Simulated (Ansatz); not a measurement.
Born–Oppenheimer molecular dynamics of a periodic cell of 17 atoms, W$_{9}$C$_{8}$ (surface WC(001), adsorbate W). It starts from a relaxed structure.

Method: Ansatz, DFT LDA, scalar-relativistic, plane waves, PAW. Settings: accuracy low, PAW set soft_1, cutoff 420 eV, k mesh 3x3x1, fermi-dirac smearing 0.05 eV, no spin polarisation.

```json
{"ensemble": "NVE (velocity Verlet)", "time step": "1 fs", "steps asked": "110", "starting velocities drawn for": "1800 K", "atoms held": "1, 5, 9, 13", "seed": "367094"}
```

Frames 5 fs apart, positions in Å, forces in eV/Å.

Velocities at 20 fs (Å/ps):

```
W 0.00 0.00 0.00
C -9.09 4.19 5.15
W -1.09 1.23 -0.77
C -3.97 -16.63 -1.10
W 0.00 0.00 0.00
C -6.64 2.17 -5.60
W -4.37 0.54 3.84
C 4.84 -0.24 2.73
W 0.00 0.00 0.00
C -3.14 -19.75 10.99
W -1.83 2.43 -3.23
C -2.90 -1.22 -3.81
W 0.00 0.00 0.00
C 5.24 2.49 -8.66
W -4.50 -2.44 0.00
C -4.17 2.44 2.68
W 4.04 -2.56 -0.79
```

```xyz
17
Lattice="5.6930 0.0000 0.0000 -2.8465 4.9302 0.0000 0.0000 0.0000 17.1931" Properties=species:S:1:pos:R:3:forces:R:3 time_fs=20 energy_less_start_eV=1.252 T=1056
W 0.000 0.000 1.000 -0.28 0.05 0.19
C 1.471 0.817 2.253 -1.12 0.20 0.68
W -0.026 0.022 3.828 -0.31 0.21 -0.02
C 1.568 0.869 5.088 -2.00 -0.27 1.05
W -1.423 2.465 1.000 -0.33 1.28 0.32
C -0.020 3.327 2.367 -0.56 -0.30 -0.67
W -1.526 2.462 3.929 2.09 0.60 -1.10
C 0.044 3.255 5.172 0.45 -0.12 0.14
W 2.846 0.000 1.000 0.46 0.03 -0.30
C 4.333 0.995 2.343 -1.08 -2.37 0.53
W 2.795 0.070 3.771 2.81 -2.86 0.65
C 4.309 0.801 5.025 -0.71 0.20 -0.18
W 1.423 2.465 1.000 -0.30 0.76 -0.71
C 2.738 3.349 2.386 1.12 -0.63 -0.96
W 1.327 2.396 3.704 1.05 2.74 -0.80
C 2.707 3.334 5.101 0.15 -0.28 0.58
W 1.516 2.398 6.207 -1.44 0.76 0.61
17
Lattice="5.6930 0.0000 0.0000 -2.8465 4.9302 0.0000 0.0000 0.0000 17.1931" Properties=species:S:1:pos:R:3:forces:R:3 time_fs=25 energy_less_start_eV=1.149 T=1117
W 0.000 0.000 1.000 -0.40 0.20 -0.03
C 1.417 0.838 2.284 -0.28 -0.33 -0.07
W -0.032 0.028 3.824 -0.44 -0.69 0.11
C 1.528 0.788 5.094 -1.76 1.30 1.15
W -1.423 2.465 1.000 -0.52 0.44 0.86
C -0.057 3.333 2.335 -0.02 -0.59 0.09
W -1.546 2.465 3.947 2.35 0.38 -1.30
C 0.071 3.253 5.187 -0.13 -0.11 0.03
W 2.846 0.000 1.000 0.13 0.28 -0.20
C 4.307 0.880 2.399 -1.04 -0.15 -0.92
W 2.787 0.081 3.756 2.49 -3.62 0.75
C 4.287 0.798 5.006 -0.65 0.40 0.34
W 1.423 2.465 1.000 -0.46 0.64 -0.80
C 2.773 3.353 2.336 0.53 -1.12 0.00
W 1.305 2.385 3.704 1.38 3.09 -0.56
C 2.689 3.344 5.119 0.53 -0.09 0.06
W 1.535 2.386 6.203 -1.71 -0.03 0.49
17
Lattice="5.6930 0.0000 0.0000 -2.8465 4.9302 0.0000 0.0000 0.0000 17.1931" Properties=species:S:1:pos:R:3:forces:R:3 time_fs=30 energy_less_start_eV=1.467 T=928
W 0.000 0.000 1.000 -0.61 0.23 -0.20
C 1.357 0.853 2.312 0.51 -0.72 -0.69
W -0.038 0.033 3.821 -0.77 -1.62 0.33
C 1.454 0.733 5.122 -0.75 2.05 0.61
W -1.423 2.465 1.000 -0.71 -0.07 0.71
C -0.094 3.329 2.304 0.57 -0.66 0.83
W -1.564 2.468 3.964 2.49 0.21 -1.34
C 0.095 3.248 5.202 -0.69 -0.02 -0.07
W 2.846 0.000 1.000 -0.12 0.38 -0.26
C 4.260 0.760 2.437 -0.39 1.52 -2.02
W 2.783 0.086 3.741 1.24 -4.08 1.49
C 4.253 0.803 4.993 -0.46 0.48 0.65
W 1.423 2.465 1.000 -0.59 0.45 -0.89
C 2.819 3.336 2.286 -0.18 -1.13 0.88
W 1.285 2.379 3.703 1.65 3.29 -0.20
C 2.681 3.353 5.138 0.79 0.16 -0.55
W 1.552 2.373 6.200 -1.97 -0.47 0.75
17
Lattice="5.6930 0.0000 0.0000 -2.8465 4.9302 0.0000 0.0000 0.0000 17.1931" Properties=species:S:1:pos:R:3:forces:R:3 time_fs=35 energy_less_start_eV=1.898 T=673
W 0.000 0.000 1.000 -0.86 0.01 -0.28
C 1.308 0.854 2.328 1.12 -0.79 -0.92
W -0.045 0.036 3.817 -1.34 -2.04 0.46
C 1.366 0.718 5.162 0.31 2.04 -0.14
W -1.423 2.465 1.000 -0.74 -0.47 0.22
C -0.121 3.311 2.290 0.99 -0.47 1.19
W -1.578 2.472 3.979 2.59 0.12 -1.36
C 0.106 3.243 5.216 -0.99 0.08 -0.13
W 2.846 0.000 1.000 -0.39 0.21 -0.47
C 4.206 0.670 2.435 0.76 2.37 -2.35
W 2.781 0.086 3.728 -0.15 -4.08 2.48
C 4.210 0.816 4.993 -0.11 0.29 0.60
W 1.423 2.465 1.000 -0.71 0.23 -0.93
C 2.862 3.297 2.253 -0.94 -0.57 1.42
W 1.268 2.377 3.701 1.88 3.24 0.06
C 2.688 3.364 5.146 0.56 0.20 -0.82
W 1.566 2.360 6.198 -1.99 -0.38 0.99
17
Lattice="5.6930 0.0000 0.0000 -2.8465 4.9302 0.0000 0.0000 0.0000 17.1931" Properties=species:S:1:pos:R:3:forces:R:3 time_fs=40 energy_less_start_eV=2.100 T=552
W 0.000 0.000 1.000 -1.01 -0.40 -0.38
C 1.280 0.840 2.326 1.49 -0.53 -0.68
W -0.055 0.037 3.815 -1.85 -1.86 0.43
C 1.282 0.742 5.199 0.86 1.35 -0.87
W -1.423 2.465 1.000 -0.63 -0.76 -0.10
C -0.128 3.285 2.298 1.04 -0.10 0.99
W -1.589 2.476 3.992 2.70 0.07 -1.44
C 0.098 3.240 5.228 -0.90 0.09 -0.14
W 2.846 0.000 1.000 -0.82 -0.20 -0.85
C 4.168 0.627 2.388 1.68 2.52 -1.50
W 2.778 0.081 3.719 -0.75 -3.57 3.03
C 4.164 0.835 5.005 0.25 -0.15 0.28
W 1.423 2.465 1.000 -0.77 0.04 -0.93
C 2.885 3.246 2.248 -1.50 0.25 1.52
W 1.252 2.379 3.700 2.10 2.96 0.13
C 2.706 3.378 5.139 -0.15 0.00 -0.58
W 1.578 2.347 6.198 -1.73 0.30 1.09
17
Lattice="5.6930 0.0000 0.0000 -2.8465 4.9302 0.0000 0.0000 0.0000 17.1931" Properties=species:S:1:pos:R:3:forces:R:3 time_fs=45 energy_less_start_eV=2.076 T=566
W 0.000 0.000 1.000 -0.98 -0.82 -0.59
C 1.281 0.815 2.311 1.49 -0.12 -0.14
W -0.066 0.035 3.812 -2.04 -1.36 0.25
C 1.215 0.793 5.219 0.92 0.18 -1.47
W -1.423 2.465 1.000 -0.56 -0.76 0.05
C -0.114 3.256 2.325 0.63 0.34 0.29
W -1.596 2.480 4.003 2.78 -0.01 -1.58
C 0.072 3.238 5.236 -0.52 0.02 -0.16
W 2.846 0.000 1.000 -1.29 -0.68 -1.27
C 4.161 0.633 2.312 1.78 2.19 0.21
W 2.774 0.071 3.713 -0.51 -2.74 2.96
C 4.123 0.851 5.021 0.48 -0.61 -0.10
W 1.423 2.465 1.000 -0.77 -0.09 -0.88
C 2.880 3.201 2.272 -1.51 0.90 1.10
W 1.240 2.385 3.699 2.36 2.50 0.13
C 2.721 3.393 5.120 -0.95 -0.23 -0.03
W 1.588 2.334 6.198 -1.32 1.28 1.24
17
Lattice="5.6930 0.0000 0.0000 -2.8465 4.9302 0.0000 0.0000 0.0000 17.1931" Properties=species:S:1:pos:R:3:forces:R:3 time_fs=50 energy_less_start_eV=2.005 T=609
W 0.000 0.000 1.000 -0.73 -1.10 -0.81
C 1.312 0.787 2.293 1.01 0.27 0.34
W -0.080 0.031 3.811 -1.87 -0.82 -0.03
C 1.166 0.848 5.210 0.82 -0.87 -1.69
W -1.423 2.465 1.000 -0.62 -0.43 0.45
C -0.089 3.235 2.358 -0.11 0.78 -0.64
W -1.599 2.484 4.012 2.70 -0.19 -1.66
C 0.036 3.236 5.242 -0.02 -0.03 -0.16
W 2.846 0.000 1.000 -1.37 -0.97 -1.41
C 4.189 0.683 2.240 1.06 1.49 1.70
W 2.770 0.058 3.711 -0.05 -1.94 2.73
C 4.092 0.855 5.037 0.54 -0.83 -0.40
W 1.423 2.465 1.000 -0.70 -0.16 -0.82
C 2.845 3.173 2.318 -0.89 1.25 0.30
W 1.230 2.394 3.697 2.68 1.96 0.22
C 2.717 3.403 5.101 -1.46 -0.38 0.47
W 1.595 2.322 6.201 -0.99 1.97 1.42
17
Lattice="5.6930 0.0000 0.0000 -2.8465 4.9302 0.0000 0.0000 0.0000 17.1931" Properties=species:S:1:pos:R:3:forces:R:3 time_fs=55 energy_less_start_eV=1.939 T=648
W 0.000 0.000 1.000 -0.40 -1.16 -0.82
C 1.362 0.765 2.281 0.10 0.63 0.52
W -0.097 0.027 3.809 -1.51 -0.45 -0.30
C 1.134 0.886 5.168 0.93 -1.20 -1.21
W -1.423 2.465 1.000 -0.74 0.12 0.67
C -0.066 3.229 2.379 -0.77 1.05 -1.38
W -1.599 2.488 4.019 2.41 -0.43 -1.64
C 0.000 3.234 5.244 0.41 -0.06 -0.13
W 2.846 0.000 1.000 -0.88 -0.94 -1.20
C 4.238 0.762 2.201 -0.08 0.46 2.35
W 2.766 0.041 3.713 0.19 -1.35 2.68
C 4.071 0.843 5.044 0.44 -0.72 -0.57
W 1.423 2.465 1.000 -0.59 -0.15 -0.76
C 2.792 3.170 2.370 0.08 1.36 -0.59
W 1.224 2.406 3.697 2.84 1.46 0.33
C 2.684 3.406 5.091 -1.47 -0.43 0.66
W 1.602 2.313 6.205 -0.98 1.81 1.38
17
Lattice="5.6930 0.0000 0.0000 -2.8465 4.9302 0.0000 0.0000 0.0000 17.1931" Properties=species:S:1:pos:R:3:forces:R:3 time_fs=60 energy_less_start_eV=1.857 T=696
W 0.000 0.000 1.000 -0.24 -0.97 -0.52
C 1.414 0.756 2.280 -0.89 0.92 0.38
W -0.115 0.021 3.807 -1.09 -0.30 -0.52
C 1.121 0.901 5.103 1.30 -0.83 -0.12
W -1.423 2.465 1.000 -0.84 0.68 0.56
C -0.057 3.243 2.373 -0.89 0.95 -1.47
W -1.596 2.491 4.024 1.91 -0.68 -1.54
C -0.028 3.231 5.244 0.68 -0.09 -0.08
W 2.846 0.000 1.000 -0.25 -0.66 -0.92
C 4.285 0.850 2.208 -0.94 -0.69 2.30
W 2.762 0.024 3.719 0.13 -0.89 2.73
C 4.059 0.817 5.040 0.26 -0.37 -0.54
W 1.423 2.465 1.000 -0.45 -0.04 -0.70
C 2.742 3.193 2.410 0.99 1.24 -1.24
W 1.222 2.420 3.696 2.51 1.10 0.16
C 2.623 3.400 5.093 -0.82 -0.20 0.39
W 1.607 2.307 6.211 -1.36 0.83 1.12
17
Lattice="5.6930 0.0000 0.0000 -2.8465 4.9302 0.0000 0.0000 0.0000 17.1931" Properties=species:S:1:pos:R:3:forces:R:3 time_fs=65 energy_less_start_eV=1.766 T=751
W 0.000 0.000 1.000 -0.31 -0.57 -0.05
C 1.449 0.765 2.285 -1.48 1.01 0.11
W -0.135 0.016 3.804 -0.55 -0.15 -0.54
C 1.135 0.900 5.035 1.55 -0.35 1.00
W -1.423 2.465 1.000 -0.95 0.92 0.40
C -0.065 3.276 2.338 -0.41 0.43 -0.82
W -1.590 2.494 4.027 1.31 -0.92 -1.43
C -0.044 3.226 5.242 0.72 -0.15 -0.03
W 2.846 0.000 1.000 0.10 -0.22 -0.74
C 4.315 0.924 2.260 -1.29 -1.48 1.62
W 2.758 0.005 3.728 -0.14 -0.43 2.57
C 4.052 0.783 5.026 0.14 0.14 -0.23
W 1.423 2.465 1.000 -0.33 0.11 -0.66
C 2.710 3.241 2.426 1.45 0.77 -1.49
W 1.223 2.436 3.696 1.76 0.88 -0.41
C 2.547 3.391 5.103 0.43 0.40 -0.24
W 1.611 2.301 6.219 -1.99 -0.38 0.94
17
Lattice="5.6930 0.0000 0.0000 -2.8465 4.9302 0.0000 0.0000 0.0000 17.1931" Properties=species:S:1:pos:R:3:forces:R:3 time_fs=70 energy_less_start_eV=1.707 T=786
W 0.000 0.000 1.000 -0.46 -0.06 0.29
C 1.456 0.793 2.293 -1.44 0.70 -0.14
W -0.156 0.010 3.800 0.45 0.23 -0.19
C 1.178 0.892 4.987 1.19 -0.09 1.56
W -1.423 2.465 1.000 -1.09 0.72 0.47
C -0.080 3.317 2.288 0.27 -0.30 0.20
W -1.583 2.495 4.028 0.73 -1.04 -1.28
C -0.045 3.218 5.239 0.60 -0.22 0.04
W 2.846 0.000 1.000 0.08 0.40 -0.65
C 4.319 0.970 2.344 -1.37 -1.59 0.29
W 2.754 -0.015 3.740 -0.50 0.07 2.04
C 4.048 0.752 5.007 0.11 0.63 0.31
W 1.423 2.465 1.000 -0.24 0.27 -0.73
C 2.707 3.304 2.413 1.33 -0.09 -1.29
W 1.226 2.452 3.695 1.15 0.61 -1.07
C 2.479 3.390 5.108 1.61 0.90 -0.62
W 1.611 2.295 6.227 -2.41 -1.17 0.77
17
Lattice="5.6930 0.0000 0.0000 -2.8465 4.9302 0.0000 0.0000 0.0000 17.1931" Properties=species:S:1:pos:R:3:forces:R:3 time_fs=75 energy_less_start_eV=1.747 T=762
W 0.000 0.000 1.000 -0.56 0.50 0.24
C 1.434 0.835 2.299 -0.90 0.00 -0.22
W -0.176 0.004 3.796 1.88 0.85 0.35
C 1.244 0.881 4.969 0.23 0.06 1.46
W -1.423 2.465 1.000 -1.24 0.39 0.67
C -0.091 3.352 2.242 0.73 -0.96 1.13
W -1.575 2.494 4.028 0.25 -0.99 -1.07
C -0.034 3.206 5.238 0.43 -0.25 0.14
W 2.846 0.000 1.000 -0.13 1.10 -0.60
C 4.295 0.985 2.433 -1.35 -1.25 -1.27
W 2.749 -0.034 3.755 -0.78 0.61 1.31
C 4.046 0.734 4.995 0.12 0.93 0.82
W 1.423 2.465 1.000 -0.19 0.44 -0.94
C 2.729 3.365 2.374 0.79 -1.11 -0.67
W 1.231 2.469 3.693 0.95 0.17 -1.32
C 2.442 3.406 5.102 2.00 0.53 -0.20
W 1.609 2.288 6.237 -2.23 -1.02 0.16
```

Of the whole run (110 fs, mean temperature of the second half 729 K): The conserved energy stayed within 0.28 meV per atom of its start (net change 0.13 meV per atom), so the integration is sound. A run of 0.11 ps of so small a system gives no equilibrium averages. Limits of this set-up: coarse k mesh, thin slab, slab without dipole correction, PAW files made for another functional, low accuracy level.

Time of the run: 15 min on 2 threads of Arm Neoverse V1, on a shared host, peak memory 0.9 GiB.
